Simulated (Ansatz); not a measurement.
This script makes the interaction energy of a dimer with the counterpoise correction of Cl₂Si, SMILES Cl[Si]Cl with Ansatz 0.2.0, Python API.

Script `dimer.py`:
```python
'''Interaction energy of two Cl2Si molecules, with the counterpoise correction.'''

import ansatz as az

FIRST = [
    ('Cl', (0.2102, 1.7581, 0.3094)),
    ('Si', (-0.6205, -0.0084, -0.3401)),
    ('Cl', (0.4104, -1.7496, 0.0307)),
]
SECOND = [
    ('Cl', (1.3989, -0.1775, -3.1684)),
    ('Si', (2.9057, 1.2223, -3.2193)),
    ('Cl', (2.4426, 3.1538, -2.6838)),
]

def energy(atoms, ghosts=()):
    molecule = az.Crystal.molecule()
    for symbol, xyz in atoms:
        molecule = molecule.atom(symbol, xyz)
    calc = (
        molecule.calculation()
        .basis(gaussian='cc-pVDZ')
        .functional('pbe0')
    )
    deck = calc.input()
    if ghosts:
        deck = deck.set(az.key.basis.gaussian.ghost_atoms, [{'symbol': s, 'position_ang': list(xyz)} for s, xyz in ghosts])
    return az.Session.from_dict(deck).plan().execute().report['free_energy_ev']

# ghost atoms carry the functions of the partner
both = energy(FIRST + SECOND)
alone = energy(FIRST) + energy(SECOND)
ghosted = energy(FIRST, SECOND) + energy(SECOND, FIRST)
print(f'dimer {both:.6f} eV')
print(f'interaction, uncorrected   {23.060548 * (both - alone):8.3f} kcal/mol')
print(f'interaction, counterpoise  {23.060548 * (both - ghosted):8.3f} kcal/mol')
print(f'basis-set superposition    {23.060548 * (alone - ghosted):8.3f} kcal/mol')
```

How large is the interaction at this pose, and how much of it is basis-set superposition?

Uncorrected it is -0.957 kcal/mol, with the counterpoise correction -0.252 kcal/mol; the difference, 0.70 kcal/mol, is the superposition error.

What the script printed:

```console
$ python dimer.py
dimer -65826.129225 eV
interaction, uncorrected     -0.957 kcal/mol
interaction, counterpoise    -0.252 kcal/mol
basis-set superposition       0.705 kcal/mol
```

Total energies depend on the basis set; only differences at equal settings carry meaning. The dimer is a generated trial pose of unrelaxed monomers, not a minimum, so the figure is no binding energy, and the basis set is small. This level lacks the dispersion part of the attraction (electrostatics and induction are there), which can decide the sign where the interaction is weak. The whole script took 17 s on 1 thread of Arm Neoverse V1 (shared host), peak memory 0.34 GiB.
